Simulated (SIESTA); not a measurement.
Something may be wrong with this SIESTA 5.4.2 calculation of ZnNi.

File ZnNi.fdf:

```
SystemName                      ZnNi
SystemLabel                     ZnNi
NumberOfSpecies                 2
NumberOfAtoms                   2
%block ChemicalSpeciesLabel
  1  30 Zn
  2  28 Ni
%endblock ChemicalSpeciesLabel

LatticeConstant                 1.0 Ang
%block LatticeVectors
     2.7541809127     0.0000000000     0.0000000000
     0.0000000000     2.7541809127     0.0000000000
     0.0000000000     0.0000000000     3.2140000000
%endblock LatticeVectors
AtomicCoordinatesFormat         Fractional
%block AtomicCoordinatesAndAtomicSpecies
     0.5000000000     0.5000000000     0.5000000000  1  Zn
     0.0000000000     0.0000000000     0.0000000000  2  Ni
%endblock AtomicCoordinatesAndAtomicSpecies

%block kgrid.MonkhorstPack
   10   0   0  0.0
    0  10   0  0.0
    0   0   8  0.0
%endblock kgrid.MonkhorstPack
XC.Functional                   GGA
XC.Authors                      HSE06
PAO.BasisSize                   TZDP
PAO.EnergyShift                 0.02 Ry
Mesh.Cutoff                     800 Ry
Spin                            polarized
%block DM.InitSpin
    1   0.000
    2   1.000
%endblock DM.InitSpin
Spin.Fix                        true
Spin.Total                      1.00
DFTU.ProjectorGenerationMethod  1
%block DFTU.Proj
  Ni 1
  n=3 2
  6.00 0.00
  0.0
%endblock DFTU.Proj
DFTU.FirstIteration             true
OccupationFunction              FD
ElectronicTemperature           0.05 eV
MaxSCFIterations                80
SCF.MustConverge                false
SCF.Mixer.Method                Pulay
SCF.Mixer.Weight                0.1
SCF.Mixer.History               10
SCF.DM.Tolerance                5.0e-05
SCF.H.Tolerance                 1.0e-03 eV
WriteForces                     true
Charge.Mulliken                 end
Charge.Hirshfeld                end
Charge.Voronoi                  end
Charge.Mulliken.Format          2
```

Potentials or basis: PseudoDojo 0.4 standard (PBE files), TZDP (energy shift 0.02 Ry).

Command:

```bash
$ siesta < ZnNi.fdf > ZnNi.out 2>&1
```

ZnNi.out:

```text
Version         : 5.4.2

                           ***********************
                           *  WELCOME TO SIESTA  *
                           ***********************

 NOTE: Siesta V5 introduces some new defaults for basis-set generation
 NOTE: which might lead to slightly different numerical results.
 NOTE: Please see the manual for full details and compatibility measures.

reinit: Reading from standard input
reinit: Dumping input in INPUT_TMP.87919
************************** Dump of input data file ****************************
SystemName                      ZnNi
SystemLabel                     ZnNi
NumberOfSpecies                 2
[... 801 lines left out ...]
   scf:    4    -9982.518647    -9980.037548    -9980.062088  0.789326  3.125347  1.432233  6.447367
     spin moment: {S} , |S| = {        0.0        0.0    1.00000 }     1.00000
   scf:    5    -9981.514536    -9981.115465    -9981.139269  0.061022  3.107005  1.733527  1.326016
     spin moment: {S} , |S| = {        0.0        0.0    1.00000 }     1.00000
   scf:    6    -9979.360979    -9980.684575    -9980.705268  0.069823  3.132398  2.147428  5.070060
     spin moment: {S} , |S| = {        0.0        0.0    1.00000 }     1.00000
   scf:    7    -9981.467655    -9981.112628    -9981.133225  0.028487  3.031817  1.835409  2.498008
     spin moment: {S} , |S| = {        0.0        0.0    1.00000 }     1.00000
   scf:    8    -9981.185065    -9981.174935    -9981.196065  0.048062  3.065072  1.777964  0.427462
     spin moment: {S} , |S| = {        0.0        0.0    1.00000 }     1.00000
hubbard_term: recalculating local occupations    2
[... 97 lines left out ...]
hubbard_term: recalculating Hamiltonian
   scf:   32    -9981.163685    -9981.163498    -9981.185598  0.004208  2.964084  1.922390  0.082161
     spin moment: {S} , |S| = {        0.0        0.0    1.00000 }     1.00000
   scf:   33    -9981.164180    -9981.164116    -9981.185838  0.026054  2.968366  1.919853  0.101255
     spin moment: {S} , |S| = {        0.0        0.0    1.00000 }     1.00000
   scf:   34    -9981.158668    -9981.161125    -9981.183396  0.056806  2.962553  1.916068  0.106908
     spin moment: {S} , |S| = {        0.0        0.0    1.00000 }     1.00000
hubbard_term: recalculating local occupations   21
hubbard_term: maximum change in local occup.    0.029987
hubbard_term: recalculating Hamiltonian
   scf:   35    -9981.165175    -9981.164868    -9981.187015  0.003719  2.963990  1.914183  0.129113
     spin moment: {S} , |S| = {        0.0        0.0    1.00000 }     1.00000
   scf:   36    -9981.142869    -9981.160971    -9981.182366  0.077584  2.971043  1.906232  0.238121
     spin moment: {S} , |S| = {        0.0        0.0    1.00000 }     1.00000
   scf:   37    -9981.146743    -9981.156138    -9981.177014  0.026585  2.971876  1.906857  0.280922
```

Among its messages:

```text
initDM: WARNING: atom 1 has a closed-shell and cannot be polarized
```

Diagnose the run.

The run was cut off at its time limit. The input holds a flaw that was put in on purpose: hybrid's name, of which only the semilocal part is applied (XC.Mix = left out; XC.Functional = GGA; XC.Authors = HSE06).
